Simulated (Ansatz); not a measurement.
Crystal: MoSe.

```xyz
2
Lattice="0.0000 2.8929 2.8929 2.8929 0.0000 2.8929 2.8929 2.8929 0.0000" Properties=species:S:1:pos:R:3 pbc="T T T"
Mo    0.0000    0.0000    0.0000
Se    2.8929    2.8929    2.8929
```

The cell was built by a generator and needn't be a form met in nature.

```yaml
Program: Ansatz 0.2.0
Task: relaxation of cell and atoms
Functional: PBEsol0
Potentials_or_basis: Ansatz PAW
Cutoff: "420 eV (not typed: the program's choice for these potentials)"
k_mesh: 4 × 4 × 4
Occupations: fermi-dirac, width 0.05 eV
Spin: no spin polarisation
```

At the start: volume 24.21 Å³/atom.

**Question.** Where does the relaxation end?

**Answer.** It ends after 6 steps and the volume is 16.61 Å³/atom (-31.4 %); space group Fm-3m (No. 225, to 0.05 Å).

The path:
| step | energy change (eV) | largest force (eV/Å) | volume (Å³) |
| --- | --- | --- | --- |
| 1 | 0.0000 | 0.0000 | 48.42 |
| 2 | -1.0875 | 0.0000 | 41.68 |
| 3 | -1.7779 | 0.0000 | 35.59 |
| 4 | -1.8293 | 0.0000 | 31.89 |
| 5 | -1.8609 | 0.0000 | 33.21 |
| 6 | -1.8591 | 0.0000 | 33.21 |

Final structure:
```
Mo Se
1.0
     0.00000    2.55133    2.55133
     2.55133    0.00000    2.55133
     2.55133    2.55133    0.00000
Mo Se
1 1
Direct
  0.00000 0.00000 0.00000
  0.50000 0.50000 0.50000
```

Caveat: the k mesh is coarse (spacing up to 0.47 Å⁻¹), so the values aren't converged, least of all with exact exchange; the volume moved by over 15 % at a fixed basis, so the end points are rough; the plane-wave basis is chosen anew once the cell has moved, so the energies of steps on either side of that aren't comparable; the PAW data sets come from PBE, with cores solved anew for the run's functional, which leaves a small shift of forces and pressure.
